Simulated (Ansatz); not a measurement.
# CH₃AsO (SMILES O=C[AsH2]): one structure at several levels

An exercise on one series of results from a longer session: the logs are not shown, and one member is left open.

The runs use Ansatz 0.2.0, Gaussian basis; single points in def2-TZVPP.

Cores are frozen in the correlated methods. Filled d shells of the heavier atoms are correlated.

### The system as given

SMILES `O=C[AsH2]`, 6 atoms, charge 0, spin multiplicity 1.

Atoms are counted from 1 here; the program's logs count them from 0.

Bond lengths: O1–C2 1.186 Å, C2–As3 2.003 Å, C2–H4 1.115 Å, As3–H5 1.483 Å, As3–H6 1.487 Å. Angles: O1–C2–As3 124.7°, O1–C2–H4 119.3°, As3–C2–H4 116.0°, C2–As3–H5 90.3°, C2–As3–H6 93.5°, H5–As3–H6 91.3°.

As a file:

```
O    -0.3046   -1.4988    0.9479
C    -0.3547   -0.8246   -0.0270
As   -0.3346    1.1786   -0.0301
H    -0.4577   -1.3138   -1.0232
H     0.7903    1.1748   -0.9970
H     0.6074    1.2624    1.1176
```

The first run:

Contents of run/in.yaml:

```yaml
crystal:
  periodic: [false, false, false]
  atoms:
    - {symbol: O, position_ang: [-0.304600, -1.498800, 0.947900]}
    - {symbol: C, position_ang: [-0.354700, -0.824600, -0.027000]}
    - {symbol: As, position_ang: [-0.334600, 1.178600, -0.030100]}
    - {symbol: H, position_ang: [-0.457700, -1.313800, -1.023200]}
    - {symbol: H, position_ang: [0.790300, 1.174800, -0.997000]}
    - {symbol: H, position_ang: [0.607400, 1.262400, 1.117600]}
basis:
  gaussian: {orbitals: def2-TZVPP}
correlation: {method: ccsd_t}
output: {forces: true}
```

The command line of these runs was not kept.

Steps of the session up to this table: CCSD(T)/def2-TZVPP; PBE0-D4/def2-TZVPP; wB97M-V/def2-TZVPP; r2SCAN-D4/def2-TZVPP; PBE-D4/def2-TZVPP; CAM-B3LYP-D4/def2-TZVPP; HSE06-D4/def2-TZVPP.

One of the session's tables, all rows but one given; the rest of the session is left out.

```
      method  RMS force component (eV/Å)  angle to CCSD(T) forces (°)  dipole (D)
     CCSD(T)                       0.620                    reference        1.86
     PBE0-D4                           ?                            ?           ?
     wB97M-V                       0.374                         19.7        2.00
   r2SCAN-D4                       0.412                         22.1        1.85
      PBE-D4                       0.656                         19.7        1.77
CAM-B3LYP-D4                       0.317                         31.6        2.07
    HSE06-D4                       0.362                         33.7        1.94
```

**Question.** Estimate the row for PBE0-D4.

The run gave: RMS force component (eV/Å): 0.359; angle to CCSD(T) forces (°): 34.0; dipole (D): 1.94. In the column «RMS force component (eV/Å)» it lies between CAM-B3LYP-D4 (0.317) and HSE06-D4 (0.362).
